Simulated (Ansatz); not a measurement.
Input of an Ansatz 0.2.0 run:

The input input.yaml:

```yaml
crystal:
  lattice:
    - [5.27743, 0.0, 0.0]
    - [-2.63872, 4.57039, 0.0]
    - [0.0, 0.0, 10.55905]
  atoms:
    - { symbol: Hf, position: [0.0, 0.0, 0.0] }
    - { symbol: In, position: [0.33333, 0.66667, 0.30446] }
    - { symbol: In, position: [0.33333, 0.66667, 0.69554] }
    - { symbol: In, position: [0.66667, 0.33333, 0.78919] }
    - { symbol: In, position: [0.66667, 0.33333, 0.21081] }
    - { symbol: Si, position: [0.33333, 0.66667, 0.0] }
    - { symbol: O, position: [0.30634, 0.37162, 0.89972] }
    - { symbol: O, position: [0.62838, 0.69366, 0.10028] }
    - { symbol: O, position: [0.62838, 0.93471, 0.89972] }
    - { symbol: O, position: [0.06529, 0.37162, 0.10028] }
    - { symbol: O, position: [0.06529, 0.69366, 0.89972] }
    - { symbol: O, position: [0.30634, 0.93471, 0.10028] }
hamiltonian:
  xc: r2scan0
  pseudopotentials: { kind: paw }
kpoints:
  mp_grid: { grid: [3, 3, 1] }
scf:
  occupations: { method: fermi_dirac, width: 0.05 }
output:
  forces: true
  stress: true
  eigenvalues: true
```

Potentials or basis: Ansatz PAW.

Run with:

```console
$ ansatz run input.yaml --threads 8 --pin off --max-ram 20480MiB --backend cpu --events-out ev --progress --plain --runs-dir out
```

Question: What does it give for the pressure?

Answer: -4.4 GPa.

Question: Estimate the largest force.

Answer: 0.574 eV/Å.

Forces in eV/Å, atoms in the order of the input:
```
Hf   0.000  0.000  0.000
In   0.000  0.000 -0.404
In   0.000  0.000  0.404
In   0.000  0.000  0.574
In   0.000  0.000 -0.574
Si   0.000  0.000  0.000
O   -0.007  0.166  0.242
O   -0.147 -0.077 -0.242
O   -0.141 -0.089  0.242
O    0.007  0.166 -0.242
O    0.147 -0.077  0.242
O    0.141 -0.089 -0.242
```

Caveat: the k mesh is coarse (spacing up to 0.60 Å⁻¹), so the values aren't converged, least of all with exact exchange; odd divisions of the mesh miss points on the zone boundary, where band edges often lie, so the gap on the mesh can be too wide; spin-orbit coupling is left out, which moves the levels of the heavy elements; the PAW data sets come from PBE, with cores solved anew for the run's functional, which leaves a small shift of forces and pressure; the thresholds are loose for stress.
